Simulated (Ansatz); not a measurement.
ClSr, vertical and adiabatic energies of changing the electron count

Program: Ansatz 0.2.0 through its Python package.

`clsr.xyz`
```text
2

Sr    0.00000    0.00000    0.00000
Cl    0.00000    0.00000    2.68000
```

The cells in order, each with its output:

```python
import ansatz as az
import numpy as np
```

```python
BASIS_SET = "def2-SVP"
FUNCTIONAL = "pbe0"
CHARGE = 1

clsr = az.Crystal.molecule_from_extxyz("clsr.xyz")
```

```python
job = (
    clsr.calculation()
    .basis(gaussian=BASIS_SET)
    .functional(FUNCTIONAL)
    .spin("collinear", total=1)
    .scf(lower_state_search="standard")
)
symbols = [site.symbol for site in clsr.cartesian_sites]
start = np.array([site.position_ang for site in clsr.cartesian_sites], dtype=float)
report = job.relax(force_tolerance=0.01).run(threads=1, pin="off").report
end = np.array(report["positions_ang"])
```

```python
minimum = az.Crystal.molecule()
for symbol, place in zip(symbols, end):
    minimum = minimum.atom(symbol, place.tolist())
ion = (
    minimum.calculation()
    .basis(gaussian=BASIS_SET)
    .functional(FUNCTIONAL)
    .scf(lower_state_search="standard")
    .charge(CHARGE)
)
vertical = ion.run(threads=1, pin="off").report
settled = ion.relax(force_tolerance=0.01, max_steps=80).run(threads=1, pin="off").report
print(f"vertical ionisation energy   {vertical['free_energy_ev'] - report['free_energy_ev']:.3f} eV")
print(f"adiabatic, no zero point     {settled['free_energy_ev'] - report['free_energy_ev']:.3f} eV")
print(f"relaxation energy of the ion {vertical['free_energy_ev'] - settled['free_energy_ev']:.3f} eV")
ionised = np.array(settled["positions_ang"])
print("final positions (A) and the move of each atom")
for symbol, xyz, old in zip(symbols, ionised, end):
    print(f"{symbol:2s} {xyz[0]:10.5f} {xyz[1]:10.5f} {xyz[2]:10.5f}   {np.linalg.norm(xyz - old):7.4f}")
```

    vertical ionisation energy   5.689 eV
    adiabatic, no zero point     5.640 eV
    relaxation energy of the ion 0.048 eV
    final positions (A) and the move of each atom
    Sr    0.00000   -0.00000    0.09036    0.0460
    Cl   -0.00000    0.00000    2.58964    0.0460

The settings weren't tested for convergence. The energies are electronic: no zero-point or thermal terms, and the basis set is short of its limit. The product may relax into another structure. Each relaxation finds its nearest minimum, which needn't be the lowest. def2 sets replace the cores of elements past krypton by effective core potentials. The run takes the species as open-shell (spin multiplicity 2), which needn't be its ground state. Only the spin states typed were run; another state of an ion can lie lower, by up to an eV or two. The spin state was assumed, and another may lie lower. Timing: 17 s on 1 thread of Arm Neoverse V1 (shared host), peak memory 0.19 GiB.
